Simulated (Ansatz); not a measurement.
# AlBH6OSi: small, medium and large basis sets

One table from this session's results is given with a row withheld; the runs are named, their logs left out.

Program: Ansatz 0.2.0, Gaussian basis. Level of theory: one geometry, several basis sets. These are calculated values, not measurements.

Levels to be run: PBE0-D4/def2-SVP; ωB97M-V/def2-SVP; PBE0-D4/def2-QZVPP; ωB97M-V/def2-QZVPP; the functionals' def2-TZVPP values are taken from earlier runs.

## The geometry

The geometry comes from an earlier relaxation with PBE0-D4 in a triple-zeta def2 set; it is a stationary point, not always the lowest conformer.

SMILES `[AlH2][BH]O[SiH3]`, 10 atoms, charge 0, spin multiplicity 1.

Atoms are counted from 1 here; the program's logs count them from 0.

Bond lengths: Al1–B2 2.151 Å, Al1–H5 1.596 Å, Al1–H6 1.596 Å, B2–O3 1.357 Å, B2–H7 1.215 Å, O3–Si4 1.661 Å, Si4–H8 1.485 Å, Si4–H9 1.482 Å, Si4–H10 1.482 Å. Angles: B2–Al1–H5 121.6°, B2–Al1–H6 121.6°, H5–Al1–H6 116.7°, Al1–B2–O3 119.9°, Al1–B2–H7 123.4°, O3–B2–H7 116.7°, B2–O3–Si4 131.6°, O3–Si4–H8 109.9°, O3–Si4–H9 107.9°, O3–Si4–H10 107.9°, H8–Si4–H9 110.6°, H8–Si4–H10 110.6°, H9–Si4–H10 109.8°.

Set-up of the first run:

in.yaml

```yaml
crystal:
  periodic: [false, false, false]
  atoms:
    - {symbol: Al, position_ang: [-0.304012, 2.588649, 0.108141]}
    - {symbol: B, position_ang: [0.073360, 0.515798, 0.541614]}
    - {symbol: O, position_ang: [-0.045916, -0.413792, -0.440246]}
    - {symbol: Si, position_ang: [0.170876, -2.060484, -0.431344]}
    - {symbol: H, position_ang: [0.859314, 3.568200, -0.374761]}
    - {symbol: H, position_ang: [-1.754189, 3.230085, 0.285985]}
    - {symbol: H, position_ang: [0.395861, 0.110216, 1.640827]}
    - {symbol: H, position_ang: [0.567728, -2.511251, 0.926876]}
    - {symbol: H, position_ang: [-1.107648, -2.691522, -0.836326]}
    - {symbol: H, position_ang: [1.227825, -2.386999, -1.417765]}
basis:
  gaussian: {orbitals: def2-SVP}
hamiltonian: {xc: pbe0, dispersion: d4}
output: {orbitals: {seedname: orbitals}}
```

Run with:

```
ansatz run in.yaml --threads 2 --pin off --events-out ev --progress --plain --max-ram 4352MiB
```

Steps of the session up to this table: PBE0-D4 in def2-SVP; ωB97M-V in def2-SVP; PBE0-D4 in def2-QZVPP; ωB97M-V in def2-QZVPP.

One of the session's tables, all rows but one given; the rest of the session is left out.

It belongs to the step «Functionals by basis». 

| functional | basis | HOMO (eV) | LUMO (eV) |
| --- | --- | --- | --- |
| PBE0-D4 | def2-SVP | -6.81 | -1.51 |
| PBE0-D4 | def2-TZVPP | -6.86 | -1.57 |
| PBE0-D4 | def2-QZVPP | -6.86 | -1.60 |
| ωB97M-V | def2-SVP | -8.90 | 0.17 |
| ωB97M-V | def2-TZVPP | ? | ? |
| ωB97M-V | def2-QZVPP | -9.00 | -0.14 |

Q: Estimate the row for ωB97M-V, def2-TZVPP from the others.

The run gave: HOMO (eV): -8.99; LUMO (eV): 0.02. In the column «HOMO (eV)» it lies between ωB97M-V, def2-QZVPP (-9.00) and ωB97M-V, def2-SVP (-8.90).
